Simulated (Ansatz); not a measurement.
# C₄H₇B: up Jacob's ladder to CCSD(T)

The task here is to estimate one member of a computed series from the others.

Method: functionals in def2-TZVPP, the program's frozen cores in correlated methods; program: Ansatz 0.2.0, Gaussian basis.

Levels to be run: PBE-D4, r2SCAN-D4, PBE0-D4, B3LYP-D4, ωB97X-V, ωB97M-V, B2PLYP; CCSD(T)/def2-TZVPP; MP2/def2-QZVPP; extrapolation to the limit.

## The geometry

The geometry comes from an earlier relaxation with PBE0-D4 in a triple-zeta def2 set; it is a stationary point, not always the lowest conformer.

12 atoms, charge 0, spin multiplicity 1.

Atoms are counted from 1 here; the program's logs count them from 0.

Bond lengths: C1–C2 1.476 Å, C1–H6 1.093 Å, C1–H7 1.093 Å, C1–H8 1.093 Å, C2–C3 1.352 Å, C2–B5 1.468 Å, C3–C4 1.476 Å, C3–B5 1.468 Å, C4–H9 1.093 Å, C4–H10 1.093 Å, C4–H11 1.093 Å, B5–H12 1.185 Å. Angles: C2–C1–H6 110.0°, C2–C1–H7 113.0°, C2–C1–H8 110.0°, H6–C1–H7 108.7°, H6–C1–H8 106.3°, H7–C1–H8 108.7°, C1–C2–C3 140.3°, C1–C2–B5 157.1°, C3–C2–B5 62.6°, C2–C3–C4 140.3°, C2–C3–B5 62.6°, C4–C3–B5 157.1°, C3–C4–H9 109.9°, C3–C4–H10 110.1°, C3–C4–H11 113.0°, H9–C4–H10 106.3°, H9–C4–H11 108.6°, H10–C4–H11 108.7° and more.

Geometry (Å):

```mol
C4H7B
  3D, bonds by distance, orders not assigned

 12 12  0  0  0  0  0  0  0  0999 V2000
   -1.6515    0.8863    0.0689 C   0  0
   -0.1954    0.7288    0.2524 C   0  0
    0.7844   -0.1839    0.0634 C   0  0
    0.9737   -1.5596   -0.4370 C   0  0
    1.1695    1.1140    0.6305 B   0  0
   -2.1266    1.1138    1.0268 H   0  0
   -2.1268   -0.0018   -0.3548 H   0  0
   -1.8561    1.7382   -0.5850 H   0  0
    1.3919   -2.1891    0.3530 H   0  0
    1.7022   -1.5656   -1.2519 H   0  0
    0.0465   -2.0158   -0.7922 H   0  0
    1.9654    1.8793    1.0599 H   0  0
  1  2  8  0
  2  3  8  0
  3  4  8  0
  3  5  8  0
  1  6  8  0
  1  7  8  0
  1  8  8  0
  4  9  8  0
  4 10  8  0
  4 11  8  0
  5 12  8  0
  2  5  8  0
M  END
```

Set-up of the first run:

Input file in.yaml:

```yaml
crystal:
  periodic: [false, false, false]
  atoms:
    - {symbol: C, position_ang: [-1.651523, 0.886328, 0.068869]}
    - {symbol: C, position_ang: [-0.195417, 0.728831, 0.252416]}
    - {symbol: C, position_ang: [0.784405, -0.183869, 0.063372]}
    - {symbol: C, position_ang: [0.973717, -1.559581, -0.436958]}
    - {symbol: B, position_ang: [1.169532, 1.113988, 0.630499]}
    - {symbol: H, position_ang: [-2.126635, 1.113841, 1.026783]}
    - {symbol: H, position_ang: [-2.126801, -0.001751, -0.354849]}
    - {symbol: H, position_ang: [-1.856122, 1.738180, -0.585019]}
    - {symbol: H, position_ang: [1.391902, -2.189130, 0.353036]}
    - {symbol: H, position_ang: [1.702172, -1.565635, -1.251935]}
    - {symbol: H, position_ang: [0.046507, -2.015832, -0.792244]}
    - {symbol: H, position_ang: [1.965363, 1.879330, 1.059932]}
basis:
  gaussian: {orbitals: def2-TZVPP}
hamiltonian: {xc: pbe, dispersion: d4}
output: {forces: true, orbitals: {seedname: orbitals}}
```

The run is started by

```bash
$ ansatz run in.yaml --threads 4 --pin off --events-out ev --progress --plain --max-ram 10444MiB
```

Among the steps run: PBE-D4 (GGA); r2SCAN-D4 (meta-GGA); PBE0-D4 (hybrid); B3LYP-D4 (hybrid); ωB97X-V (range-separated); ωB97M-V (range-separated); B2PLYP (double hybrid); CCSD(T) in def2-TZVPP; MP2 in def2-QZVPP.

One table of the session follows, with a row left open; its other results are not shown here.

It belongs to the step «Atomisation energies». 

| method | atoms, summed (eV) | atomisation energy (kJ/mol) |
| --- | --- | --- |
| PBE-D4 | -4878.764 | 5141.8 |
| r2SCAN-D4 | -4883.571 | 5043.9 |
| PBE0-D4 | -4880.281 | 5076.1 |
| B3LYP-D4 | -4887.625 | 5022.2 |
| ωB97X-V | -4885.630 | 5016.3 |
| ωB97M-V | -4884.279 | 5030.0 |
| B2PLYP | -4882.645 | 4973.9 |
| HF/def2-TZVPP | -4865.421 | 3816.1 |
| MP2/def2-TZVPP | -4873.800 | 4970.0 |
| CCSD/def2-TZVPP | -4876.587 | 4809.0 |
| CCSD(T)/def2-TZVPP | ? | ? |
| MP2/CBS | -4875.199 | 5076.2 |
| CCSD(T)/CBS | -4878.242 | 4982.8 |

Estimate the missing values for CCSD(T)/def2-TZVPP.

**Answer.** atoms, summed (eV): -4876.844; atomisation energy (kJ/mol): 4876.7. In the column «atoms, summed (eV)» it lies between CCSD(T)/CBS (-4878.242) and CCSD/def2-TZVPP (-4876.587).
